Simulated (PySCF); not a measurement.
# C₉H₉FSi: NMR shifts in solvents

Aim: compute the NMR shifts of C₉H₉FSi (`C[Si@H]1C=Cc2c(F)cccc21`), and see what a dielectric continuum does where one was used.

The runs use PySCF 2.14.0, with density-fitted response routines of our own; the level of theory stands in each step. All values are computed, except where a source is named. Atoms are numbered from 0 throughout.

## (1) The molecule as given

20 atoms, charge 0, multiplicity 1; geometry from: GFN2-xTB.

Bonds of the start (Å): C0–Si1 1.90, Si1–C2 1.89, C2–C3 1.34, C3–C4 1.46, C4–C5 1.39, C5–F6 1.35, C5–C7 1.38, C7–C8 1.38, C8–C9 1.39, C9–C10 1.38, C10–Si1 1.89, C10–C4 1.41, C0–H11 1.09, C0–H12 1.09, C0–H13 1.09, Si1–H14 1.47, C2–H15 1.08, C3–H16 1.08, C7–H17 1.08, C8–H18 1.08, C9–H19 1.08.

## (2) Relaxing the molecule at PBE0-D3(BJ)/def2-SVP

Job settings and geometry (Å):

```
{"job": {"xc": "PBE0", "basis": "def2-SVP", "d3": "d3bj", "grid": 1, "kind": "geom"}, "charge": 0, "multiplicity": 1}
C     -2.812460     0.959453    -0.625917
Si    -1.692161    -0.043194     0.532727
C     -1.394961    -1.822057    -0.021635
C     -0.107375    -2.011257    -0.330174
C      0.769160    -0.859221    -0.181592
C      2.128515    -0.835610    -0.449764
F      2.747526    -1.955498    -0.895414
C      2.881832     0.312953    -0.275125
C      2.260990     1.461616     0.181832
C      0.898889     1.461168     0.456579
C      0.149827     0.316571     0.277167
H     -2.493383     0.870692    -1.660297
H     -3.839011     0.613585    -0.561764
H     -2.800954     2.011999    -0.361262
H     -2.100960     0.075688     1.937770
H     -2.116201    -2.618819    -0.097373
H      0.310877    -2.945587    -0.677082
H      3.937774     0.293270    -0.496053
H      2.842128     2.360791     0.322831
H      0.424800     2.364136     0.813026
```

What it wrote:

```text
step   0  E = -736.68536271  max force = 0.020663
step   1  E = -736.68876876  max force = 0.002935
step   2  E = -736.68887447  max force = 0.001527
step   3  E = -736.68887803  max force = 0.001600
step   4  E = -736.68890476  max force = 0.000601
step   5  E = -736.68890467  max force = 0.000665
step   6  E = -736.68890983  max force = 0.000195
optimisation converged
```

Wall time 4 min (1 thread, shared host).

The steps of the relaxation:

```
step  energy from step 0 (eV)  largest force component (eV/Å)
   0                   0.0000                          1.0625
   1                  -0.0927                          0.1509
   2                  -0.0956                          0.0785
   3                  -0.0957                          0.0823
   4                  -0.0964                          0.0309
   5                  -0.0964                          0.0342
   6                  -0.0965                          0.0100
```

Distances of close pairs at the start and the end, largest changes first:

```
   bond  before (Å)  after (Å)  change (Å)
Si1–H14       1.468      1.498      +0.029
 C0–Si1       1.898      1.876      -0.022
  C5–F6       1.355      1.335      -0.020
  C3–C4       1.455      1.473      +0.017
 C0–H12       1.085      1.101      +0.016
 C0–H13       1.085      1.101      +0.016
 C2–H15       1.077      1.092      +0.015
 C0–H11       1.086      1.100      +0.014
```

The end geometry stands in the next job.

```
                         at the end point                value
  point group (found at 0.08 Å tolerance)                   C1
rotational constants (GHz, main isotopes)  1.706, 0.770, 0.563
                        dipole moment (D)                 1.48
```

## (3) Nuclear shieldings: PBE0/pcSseg-1 in chloroform

Job settings and geometry (Å):

```
{"job": {"kind": "nmr", "xc": "PBE0", "basis": "pcSseg-1", "solvent": "chloroform", "pop": true}, "charge": 0, "multiplicity": 1}
C     -2.587165     0.798587    -0.644569
Si    -1.407492    -0.237328     0.382337
C     -1.156652    -1.997450    -0.214885
C      0.139451    -2.158655    -0.558474
C      1.023037    -0.991262    -0.400098
C      2.380770    -0.959065    -0.709593
F      2.973218    -2.053741    -1.192610
C      3.138754     0.193421    -0.528463
C      2.527067     1.340774    -0.029571
C      1.163769     1.336051     0.287411
C      0.412068     0.180093     0.105994
H     -2.310464     0.750800    -1.708328
H     -3.622730     0.440302    -0.537078
H     -2.558211     1.852114    -0.325293
H     -1.795463    -0.159101     1.826602
H     -1.873272    -2.817330    -0.302876
H      0.558313    -3.094731    -0.941332
H      4.200080     0.172315    -0.783239
H      3.121043     2.246727     0.112480
H      0.700001     2.245843     0.677928
```

Level: GIAO PBE0/pcSseg-1 NMR shielding, non-relativistic, IEF-PCM chloroform.

What it wrote:

```text
coarse grid: 18064 points
cycle   1  E = -736.8719579668  dE =  1.749e+00  |g| = 5.956e-01  |ddm| = 4.533e+00
cycle   2  E = -736.8283398141  dE =  4.362e-02  |g| = 7.568e-01  |ddm| = 1.220e+00
cycle   3  E = -736.9486323005  dE = -1.203e-01  |g| = 1.117e-01  |ddm| = 7.027e-01
cycle   4  E = -736.9515733639  dE = -2.941e-03  |g| = 4.082e-02  |ddm| = 1.498e-01
cycle   5  E = -736.9519904269  dE = -4.171e-04  |g| = 1.187e-02  |ddm| = 4.808e-02
cycle   6  E = -736.9520220694  dE = -3.164e-05  |g| = 2.889e-03  |ddm| = 1.186e-02
cycle   7  E = -736.9520238344  dE = -1.765e-06  |g| = 8.646e-04  |ddm| = 3.053e-03
final grid: 172752 points
cycle   8  E = -737.0231493508  dE = -3.793e-05  |g| = 8.138e-03  |ddm| = 5.022e-02
cycle   9  E = -737.0231448332  dE =  4.518e-06  |g| = 9.720e-03  |ddm| = 1.722e-02
cycle  10  E = -737.0231661985  dE = -2.137e-05  |g| = 1.246e-03  |ddm| = 9.591e-03
cycle  11  E = -737.0231664438  dE = -2.452e-07  |g| = 2.060e-04  |ddm| = 1.471e-03
cycle  12  E = -737.0231664502  dE = -6.493e-09  |g| = 6.692e-05  |ddm| = 2.451e-04
cycle  13  E = -737.0231664511  dE = -9.013e-10  |g| = 3.113e-05  |ddm| = 8.268e-05
converged SCF energy = -737.0231664511

GIAO shielding tensors (ppm)
atom      isotropic    diamagn.    paramagn.     s11        s22        s33       span
  0 C      190.134     254.067     -63.933    187.466    190.424    192.513      5.047
  1 Si     363.667     883.047    -519.380    300.536    381.451    409.013    108.477
  2 C       46.596     263.826    -217.231    -65.900     37.354    168.334    234.233
  3 C       31.144     248.995    -217.851    -91.840     40.059    145.212    237.051
  4 C       43.746     263.097    -219.351    -31.022     17.873    144.388    175.410
  5 C       19.534     249.042    -229.508    -58.169     33.032     83.740    141.910
  6 F      302.894     478.727    -175.833    229.656    293.745    385.280    155.624
  7 C       61.702     259.432    -197.729    -24.722     44.115    165.714    190.435
  8 C       49.083     256.091    -207.008    -57.644     35.677    169.217    226.861
  9 C       50.549     252.234    -201.685    -59.512     35.171    175.987    235.499
 10 C       39.424     259.403    -219.979    -41.626    -16.607    176.504    218.130
 11 H       31.093      30.946       0.147     26.531     29.460     37.290     10.759
 12 H       30.572      27.638       2.934     25.686     27.548     38.482     12.795
 13 H       30.548      30.194       0.354     25.358     28.397     37.890     12.532
 14 H       26.312      29.473      -3.160     23.590     23.883     31.464      7.874
 15 H       24.587      29.943      -5.356     23.280     24.163     26.318      3.038
 16 H       23.411      30.940      -7.529     20.341     22.003     27.890      7.550
 17 H       23.942      27.857      -3.915     20.394     24.603     26.829      6.434
 18 H       23.742      29.720      -5.977     20.239     24.633     26.354      6.115
 19 H       23.651      32.459      -8.808     19.489     23.550     27.913      8.425
```

Wall time 86 s (1 thread, shared host).

The references, computed at this level on geometries of the same kind, shield at (ppm): 1H TMS 31.25, 13C TMS 185.2, 29Si TMS 351.9, 19F CFCl3 179.6. Their shielding less the atom's gives the shift. The references are single molecules in the same continuum, so shifts against H2O, NH3, PH3, H3PO4 or CFCl3 are not on the usual liquid scales and can be off by tens of ppm. Atoms listed in one row are averaged.

```
        atoms                                                environment  σ (ppm)  δ (ppm)
           C5                           aromatic carbon bearing fluorine     19.5    165.6
           C3                                                  alkene CH     31.1    154.0
          C10                                substituted aromatic carbon     39.4    145.7
           C4                                substituted aromatic carbon     43.7    141.4
           C2                                                  alkene CH     46.6    138.6
           C8                                                aromatic CH     49.1    136.1
           C9                                                aromatic CH     50.5    134.6
           C7                                                aromatic CH     61.7    123.5
           C0                                 methyl carbon bonded to Si    190.1     -5.0
          H16                                   hydrogen on an alkene CH    23.41     7.84
          H19                                 hydrogen on an aromatic CH    23.65     7.60
          H18                                 hydrogen on an aromatic CH    23.74     7.50
          H17                                 hydrogen on an aromatic CH    23.94     7.31
          H15                                   hydrogen on an alkene CH    24.59     6.66
          H14  hydrogen on a silicon bonded to 3 C, in a 5-membered ring    26.31     4.93
H11, H12, H13                   hydrogen on a methyl carbon bonded to Si    30.74     0.51
          Si1             silicon bonded to 3 C, H, in a 5-membered ring    363.7    -11.8
           F6                                              aryl fluorine    302.9   -123.3
```

Charges from the same density, by scheme (e):

```
atoms  Mulliken    IAO  Hirshfeld  ESP fit
   C0     -0.64  -0.71      -0.21    -0.63
  Si1      0.93   0.91       0.36     0.87
   C2     -0.39  -0.44      -0.15    -0.56
   C3     -0.01  -0.13      -0.05    -0.11
   C4     -0.36  -0.05      -0.03     0.00
   C5      0.45   0.28       0.08     0.33
   F6     -0.28  -0.27      -0.08    -0.21
   C7     -0.15  -0.19      -0.07    -0.34
   C8     -0.07  -0.15      -0.05    -0.09
   C9     -0.07  -0.15      -0.05    -0.23
  C10     -0.33  -0.27      -0.10    -0.24
```

Mayer bond orders: C0–Si1 0.99, Si1–C2 0.89, C2–C3 1.82, C3–C4 1.09, C4–C5 1.30, C5–F6 0.90, C5–C7 1.45, C7–C8 1.42, C8–C9 1.41, C9–C10 1.46, C10–Si1 0.81, C10–C4 1.36.

Ring of atoms Si1, C2, C3, C4, C10: NICS(0) 2.2, NICS(1) -1.0, NICS(1)zz 4.8 ppm (means of both faces).

Ring of atoms C4, C5, C7, C8, C9, C10: NICS(0) -8.8, NICS(1) -10.6, NICS(1)zz -25.0 ppm (means of both faces).

## (4) Nuclear shieldings: PBE0/pcSseg-1 in methanol

Settings changed since step 3:

```diff
@@ -1,2 +1,2 @@
-{"job": {"kind": "nmr", "xc": "PBE0", "basis": "pcSseg-1", "solvent": "chloroform", "pop": true}, "charge": 0, "multiplicity": 1}
+{"job": {"kind": "nmr", "xc": "PBE0", "basis": "pcSseg-1", "solvent": "methanol", "pop": false}, "charge": 0, "multiplicity": 1}
 C     -2.587165     0.798587    -0.644569
```

Level: GIAO PBE0/pcSseg-1 NMR shielding, non-relativistic, IEF-PCM methanol.

What it wrote:

```text
coarse grid: 18064 points
cycle   1  E = -736.8743227231  dE =  1.747e+00  |g| = 5.931e-01  |ddm| = 4.533e+00
cycle   2  E = -736.8336074905  dE =  4.072e-02  |g| = 7.478e-01  |ddm| = 1.200e+00
cycle   3  E = -736.9507845606  dE = -1.172e-01  |g| = 1.043e-01  |ddm| = 6.790e-01
cycle   4  E = -736.9532827174  dE = -2.498e-03  |g| = 3.892e-02  |ddm| = 1.348e-01
cycle   5  E = -736.9536594773  dE = -3.768e-04  |g| = 1.090e-02  |ddm| = 4.420e-02
cycle   6  E = -736.9536865360  dE = -2.706e-05  |g| = 2.737e-03  |ddm| = 1.075e-02
cycle   7  E = -736.9536881421  dE = -1.606e-06  |g| = 7.839e-04  |ddm| = 2.766e-03
final grid: 172752 points
cycle   8  E = -737.0247995779  dE = -3.824e-05  |g| = 8.075e-03  |ddm| = 5.051e-02
cycle   9  E = -737.0247957147  dE =  3.863e-06  |g| = 9.531e-03  |ddm| = 1.680e-02
cycle  10  E = -737.0248161950  dE = -2.048e-05  |g| = 1.222e-03  |ddm| = 9.263e-03
cycle  11  E = -737.0248164280  dE = -2.330e-07  |g| = 1.973e-04  |ddm| = 1.431e-03
cycle  12  E = -737.0248164338  dE = -5.789e-09  |g| = 5.968e-05  |ddm| = 2.250e-04
cycle  13  E = -737.0248164346  dE = -7.290e-10  |g| = 2.481e-05  |ddm| = 6.912e-05
converged SCF energy = -737.0248164346

GIAO shielding tensors (ppm)
atom      isotropic    diamagn.    paramagn.     s11        s22        s33       span
  0 C      190.390     254.104     -63.714    187.725    190.600    192.846      5.121
  1 Si     363.466     883.001    -519.535    300.134    381.779    408.484    108.350
  2 C       45.884     263.831    -217.947    -66.893     35.829    168.714    235.607
  3 C       31.306     248.969    -217.663    -91.724     40.182    145.459    237.183
  4 C       43.949     263.254    -219.306    -30.709     18.040    144.515    175.224
  5 C       19.658     249.162    -229.503    -58.064     33.584     83.455    141.519
  6 F      304.071     478.869    -174.798    231.556    294.941    385.718    154.162
  7 C       61.532     259.384    -197.852    -24.781     43.283    166.094    190.875
  8 C       48.710     256.064    -207.354    -57.940     34.436    169.634    227.574
  9 C       50.134     252.034    -201.899    -59.883     33.645    176.641    236.525
 10 C       39.364     259.355    -219.990    -41.578    -16.949    176.620    218.199
 11 H       31.105      30.927       0.178     26.527     29.468     37.320     10.793
 12 H       30.518      27.557       2.961     25.612     27.471     38.472     12.861
 13 H       30.482      30.116       0.366     25.266     28.307     37.873     12.607
 14 H       26.323      29.486      -3.164     23.600     23.900     31.468      7.867
 15 H       24.492      29.897      -5.405     23.187     24.055     26.233      3.046
 16 H       23.381      30.952      -7.571     20.289     21.997     27.856      7.567
 17 H       23.856      27.816      -3.960     20.277     24.539     26.750      6.473
 18 H       23.647      29.670      -6.023     20.121     24.571     26.249      6.129
 19 H       23.550      32.346      -8.796     19.362     23.479     27.808      8.446
```

Run time: 81 s. Hardware: 1 thread, shared host.

This run: δ C5 165.8, C3 154.2, C10 146.1, C4 141.5, H16 7.86, H19 7.69 ppm.

## (5) Comparing the runs: NMR shifts

Shifts (ppm) of some atoms, chosen among heavy atoms and hydrogens apart, with basis size and wall time:

```
                        run    C10     C2     C8     C9     C7   H19   H15  functions  time
PBE0/pcSseg-1 in chloroform  145.7  138.6  136.1  134.6  123.5  7.60  6.66        239  86 s
  PBE0/pcSseg-1 in methanol  146.1  139.6  136.8  135.3  123.9  7.69  6.75        239  81 s
```

The continuum's effect on the ground state:

```
   solvent      ε  polarisation energy (Eh)  μ (D)
chloroform   4.71                   -0.0044   1.92
  methanol  32.61                   -0.0064   2.08
```

## (6) What came out

| quantity | value |
| --- | --- |
| point group | C1 |
| rotational constants (main isotopes) | 1.71, 0.77, 0.56 GHz |
| 13C shifts against TMS (PBE0/pcSseg-1, chloroform) | 165.6, 154.0, 145.7, 141.4, 138.6, 136.1, 134.6, 123.5, -5.0 ppm |
| 1H shifts against TMS (PBE0/pcSseg-1, chloroform, means over atoms taken as alike) | 7.84, 7.60, 7.50, 7.31, 6.66, 4.93, 0.51 ppm |
| 29Si shifts against TMS (PBE0/pcSseg-1, chloroform) | -11.8 ppm |
| 19F shifts against CFCl3 (PBE0/pcSseg-1, chloroform) | -123.3 ppm |
| range of the shift of C2 | 138.6 to 139.6 ppm |

**Reading.** The optimisation took 6 steps and gained 0.097 eV; among the close pairs (by a distance rule), Si1–H14 changed most, from 1.468 to 1.498 Å. No frequency check was run at this level, so the end point may be a saddle. NICS(1)zz of -25 ppm above the planar ring from C4 marks a diatropic (aromatic) ring current. In ppm, C2 moves most: its shift spreads over 1.0 ppm, from 138.6 (PBE0/pcSseg-1 in chloroform) to 139.6 (PBE0/pcSseg-1 in methanol). The continuum holds electrostatics alone: no hydrogen bonds to the solvent, and the gas-phase geometry is kept.
